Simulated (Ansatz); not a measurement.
# CH5AlClO: the cost of one run

All numbers below are computed with Ansatz 0.2.0 (UKS PBE0-D4/def2-SVP).

### 1 The system as given

Bond lengths: Al1–H2 1.810 Å, Al1–C3 1.970 Å, C3–H4 1.110 Å, C3–H5 1.110 Å, C3–H6 1.110 Å, Al1–Cl7 2.230 Å, O8–H9 1.010 Å. Angles: H2–Al1–C3 120.0°, H2–Al1–Cl7 120.0°, C3–Al1–Cl7 120.0°, Al1–C3–H4 109.5°, Al1–C3–H5 109.5°, Al1–C3–H6 109.5°, H4–C3–H5 109.4°, H4–C3–H6 109.4°, H5–C3–H6 109.4°.

Coordinates:

```xyz
9

Al    0.0000    0.0000    0.0000
H     0.0000    0.0000    1.8100
C     1.7060    0.0000   -0.9850
H     2.0356   -1.0462   -1.1552
H     1.5695    0.5080   -1.9624
H     2.4756    0.5381   -0.3932
Cl   -1.9312    0.0000   -1.1150
O     0.0000    0.0000    3.1200
H    -0.5144   -0.8011    3.4571
```

### 2 Pulling towards end A

Springs on the bonds that form and break draw the guess towards this end; the thresholds are loose.

input.yaml

```yaml
crystal:
  periodic: [false, false, false]
  atoms:
    - { symbol: Al, position_ang: [0.0, 0.0, 0.0] }
    - { symbol: H, position_ang: [0.0, 0.0, 1.81] }
    - { symbol: C, position_ang: [1.706, 0.0, -0.985] }
    - { symbol: H, position_ang: [2.0356, -1.0462, -1.1552] }
    - { symbol: H, position_ang: [1.5695, 0.508, -1.9624] }
    - { symbol: H, position_ang: [2.4756, 0.5381, -0.3932] }
    - { symbol: Cl, position_ang: [-1.9312, 0.0, -1.115] }
    - { symbol: O, position_ang: [0.0, 0.0, 3.12] }
    - { symbol: H, position_ang: [-0.5144, -0.8011, 3.4571] }
magnetization:
  spin_polarized: true
  initial_magnetization: 1
basis:
  gaussian: { orbitals: def2-SVP }
hamiltonian:
  xc: pbe0
  dispersion: d4
relax:
  f_tol: 0.15
  max_steps: 25
  restrain:
    - { distance: [1, 7], at: 2.21, k: 30.0 }
    - { distance: [0, 1], at: 1.56, k: 30.0 }
```

The run is started by

```
$ ansatz run input.yaml --threads 4 --pin off --max-ram 5120MiB --backend cpu --events-out ev --progress --plain --runs-dir out
```

What time and memory should one allow on 4 threads of Arm Neoverse N1, shared host?

About 96 s, with a peak of 0.27 GiB.
